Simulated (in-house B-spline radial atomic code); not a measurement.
**Nd⁷⁺: density, ELF and screening along the radius**

How do the shells of Nd⁷⁺ show in real space, and how much do the settings move them?

The numbers are computed with in-house B-spline radial atomic code version 1 (several methods, spin-polarised, as named in each step; spherical all-electron atom at the radial basis limit), except any that are marked as measured or tabulated.

## (1) The atom as given

- element: neodymium (Z = 60)
- charge: +7
- electrons: 53
- configuration: [Kr] 4d10 4f1 5s2 5p3 5f1
- nucleus: point (non-relativistic runs) or finite (X2C runs)

The outer shells:

[Kr] 4d10 4f1 5s2 5p3 5f1
```
[Kr] core
4d [↑↓][↑↓][↑↓][↑↓][↑↓]
4f [↑ ][  ][  ][  ][  ][  ][  ]
5s [↑↓]
5p [↑ ][↑ ][↑ ]
5f [↑ ][  ][  ][  ][  ][  ][  ]
```

Where spins are not typed, each open shell is filled with up spins first.

## (2) r2SCAN, X2C, [Kr] 4d10 4f1 5s2 5p3 5f1

Input settings:

```ini
Z = 60
electrons = 53.0
configuration = [Kr] 4d10 4f1 5s2 5p3 5f1
hamiltonian = x2c
method = r2scan
spin_polarised = True
nucleus = fermi
rms_radius = 4.9123
mass_number = 142
atomic_mass = 141.907728824
speed_of_light = 137.035999084
```

The run is started by

```console
python run_scf.py task.json out
```

The settings of every run stand in task.json; they run in order.

## (3) LDA (VWN5), non-rel., [Kr] 4d10 4f2 5s2 5p2 5d1

Input settings:

```ini
Z = 60
electrons = 53.0
configuration = [Kr] 4d10 4f2 5s2 5p2 5d1
hamiltonian = nr
method = lda,vwn
spin_polarised = True
```

## (4) PBE, non-rel., [Kr] 4d10 4f2 5s2 5p2 6d1

Input settings:

```ini
Z = 60
electrons = 53.0
configuration = [Kr] 4d10 4f2 5s2 5p2 6d1
hamiltonian = nr
method = pbe,pbe
spin_polarised = True
```

## (5) r2SCAN, X2C, [Kr] 4d10 4f2 5s2 5p2 6s1

Input settings:

```ini
Z = 60
electrons = 53.0
configuration = [Kr] 4d10 4f2 5s2 5p2 6s1
hamiltonian = x2c
method = r2scan
spin_polarised = True
nucleus = fermi
rms_radius = 4.9123
mass_number = 142
atomic_mass = 141.907728824
speed_of_light = 137.035999084
```

**Question.** How large is the system in each run, where do the shell borders lie, and what is the highest level?

The runs gave:

| run | total energy (hartree) | highest level (eV) | radius holding 50 / 90 / 99 % (bohr) | radius at n = 0.001 (bohr) | ELF minima on the full grid (bohr) |
| --- | --- | --- | --- | --- | --- |
| r2SCAN, X2C, [Kr] 4d10 4f1 5s2 5p3 5f1 | -9609.1582 | -48.543 | 0.341 / 1.16 / 2.44 | 3.52 | 0.038, 0.14, 0.40, 1.2 |
| LDA (VWN5), non-rel., [Kr] 4d10 4f2 5s2 5p2 5d1 | -9267.1090 | -77.766 | 0.347 / 1.12 / 2.14 | 3.02 | 0.041, 0.14, 0.40, 1.1 |
| PBE, non-rel., [Kr] 4d10 4f2 5s2 5p2 6d1 | -9271.9299 | -44.256 | 0.347 / 1.12 / 3.26 | 4.26 | 0.035, 0.13, 0.41, 1.2, 2.4 |
| r2SCAN, X2C, [Kr] 4d10 4f2 5s2 5p2 6s1 | -9609.5139 | -63.134 | 0.341 / 1.11 / 2.60 | 3.64 | 0.032, 0.14, 0.43, 1.0, 1.9 |

**Reading.** In the first run ELF has 4 minima on the grid, which mark the borders between shells. On the record's full grid the screened charge (r times the electrostatic potential) falls from 59.9 near the nucleus to 7.00 at 8.2 bohr; far out it tends to the net charge, 7. The radius that holds 99 % of the electrons runs from 2.14 bohr (LDA (VWN5), non-rel., [Kr] 4d10 4f2 5s2 5p2 5d1) to 3.26 bohr (PBE, non-rel., [Kr] 4d10 4f2 5s2 5p2 6d1). The grid is coarse (about 24 % a step), so the places of minima are rough. For X2C runs ELF uses the non-relativistic kinetic energy density, and the fields carry no picture-change correction.
